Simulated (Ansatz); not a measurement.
# BH7OSi3: small, medium and large basis sets

The task here is to estimate one member of a computed series from the others.

Method: one geometry, several basis sets; program: Ansatz 0.2.0, Gaussian basis.

The runs, in order: PBE0-D4/def2-SVP; ωB97M-V/def2-SVP; PBE0-D4/def2-QZVPP; ωB97M-V/def2-QZVPP; the functionals' def2-TZVPP values are taken from earlier runs.

**Structure used throughout**

An earlier PBE0-D4 in a triple-zeta def2 set relaxation fixed the geometry.

SMILES `O[Si@H]1B[Si@@H]1[SiH3]`, 12 atoms, charge 0, spin multiplicity 1.

Atoms are counted from 1 here; the program's logs count them from 0.

Bond lengths: O1–Si2 1.634 Å, O1–H6 0.959 Å, Si2–B3 1.863 Å, Si2–Si4 2.821 Å, Si2–H7 1.486 Å, B3–Si4 1.875 Å, B3–H8 1.190 Å, Si4–Si5 2.337 Å, Si4–H9 1.495 Å, Si5–H10 1.485 Å, Si5–H11 1.489 Å, Si5–H12 1.489 Å. Angles: Si2–O1–H6 118.1°, O1–Si2–B3 127.0°, O1–Si2–Si4 153.3°, O1–Si2–H7 108.1°, B3–Si2–Si4 41.2°, B3–Si2–H7 124.8°, Si4–Si2–H7 87.6°, Si2–B3–Si4 98.0°, Si2–B3–H8 128.4°, Si4–B3–H8 125.6°, Si2–Si4–B3 40.9°, Si2–Si4–Si5 93.3°, Si2–Si4–H9 151.9°, B3–Si4–Si5 130.2°, B3–Si4–H9 121.9°, Si5–Si4–H9 107.9°, Si4–Si5–H10 112.7°, Si4–Si5–H11 107.7° and more.

The first run:

in.yaml

```yaml
crystal:
  periodic: [false, false, false]
  atoms:
    - {symbol: O, position_ang: [-0.099155, 1.163122, 3.017211]}
    - {symbol: Si, position_ang: [0.068363, 0.273275, 1.656598]}
    - {symbol: B, position_ang: [-0.971374, -1.181422, 1.132145]}
    - {symbol: Si, position_ang: [-0.893685, -0.902994, -0.720182]}
    - {symbol: Si, position_ang: [0.788883, 0.049596, -2.033672]}
    - {symbol: H, position_ang: [0.439043, 1.951954, 3.109726]}
    - {symbol: H, position_ang: [1.160677, 0.870637, 0.845233]}
    - {symbol: H, position_ang: [-1.869394, -1.696511, 1.718222]}
    - {symbol: H, position_ang: [-2.004077, -1.319899, -1.629452]}
    - {symbol: H, position_ang: [2.089632, 0.136066, -1.323376]}
    - {symbol: H, position_ang: [0.964062, -0.808836, -3.237897]}
    - {symbol: H, position_ang: [0.403924, 1.409911, -2.500554]}
basis:
  gaussian: {orbitals: def2-SVP}
hamiltonian: {xc: pbe0, dispersion: d4}
output: {orbitals: {seedname: orbitals}}
```

Started as:

```bash
> ansatz run in.yaml --threads 4 --pin off --events-out ev --progress --plain --max-ram 10444MiB
```

Steps of the session up to this table: PBE0-D4 in def2-SVP; ωB97M-V in def2-SVP; PBE0-D4 in def2-QZVPP; ωB97M-V in def2-QZVPP.

One of the session's tables, all rows but one given; the rest of the session is left out.

It belongs to the step «Functionals by basis». 

| functional | basis | HOMO (eV) | LUMO (eV) |
| --- | --- | --- | --- |
| PBE0-D4 | def2-SVP | ? | ? |
| PBE0-D4 | def2-TZVPP | -6.25 | -2.04 |
| PBE0-D4 | def2-QZVPP | -6.27 | -2.06 |
| ωB97M-V | def2-SVP | -8.00 | -0.13 |
| ωB97M-V | def2-TZVPP | -8.08 | -0.26 |
| ωB97M-V | def2-QZVPP | -8.09 | -0.32 |

Q: Estimate the row for PBE0-D4, def2-SVP from the others.

**Answer.** HOMO (eV): -6.22; LUMO (eV): -1.98. In the column «HOMO (eV)» it is the highest.
